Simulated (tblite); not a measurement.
# Al2Cl7 (heptachlorodialuminate anion): the cost of one run

Computed with tblite 0.8.0 and PySCF 2.14.0, with density-fitted response routines of our own, on a single molecule, in the gas phase or a continuum. Atoms count from 0, in the outputs and in this text.

## Step 1: Starting geometry

9 atoms, charge -1, multiplicity 1; geometry from: force field or distance geometry start.

Bonds of the start (Å): Cl0–Al1 2.21, Al1–Cl2 2.22, Al1–Cl3 2.19, Al1–Cl4 2.19, Cl4–Al5 2.18, Al5–Cl6 2.23, Al5–Cl7 2.20, Al5–Cl8 2.19.

## Step 2: Relaxing the molecule with GFN2-xTB

Job settings and geometry (Å):

```
{"job": {"kind": "relax", "xc": "GFN2-xTB", "basis": "xTB"}, "charge": -1, "multiplicity": 1}
Cl    -1.817000     3.218800    -0.654100
Al    -1.543700     1.041200    -0.374900
Cl    -3.021000     0.445900     1.177300
Cl    -1.862900     0.046000    -2.296200
Cl     0.464400     0.785700     0.468500
Al     1.573000    -0.937400    -0.274700
Cl     3.672700    -0.655200     0.418200
Cl     0.892900    -2.833700     0.601900
Cl     1.655300    -1.105200    -2.460100
```

Command:

```
$ OMP_NUM_THREADS=1 python probes_run.py task.json out
```

This one command runs all jobs of the session in turn.

Q: Estimate the wall time and peak memory of this first job on 1 thread of Arm Neoverse V1, shared host.

About 1.1 s, with a peak of 0.18 GiB.
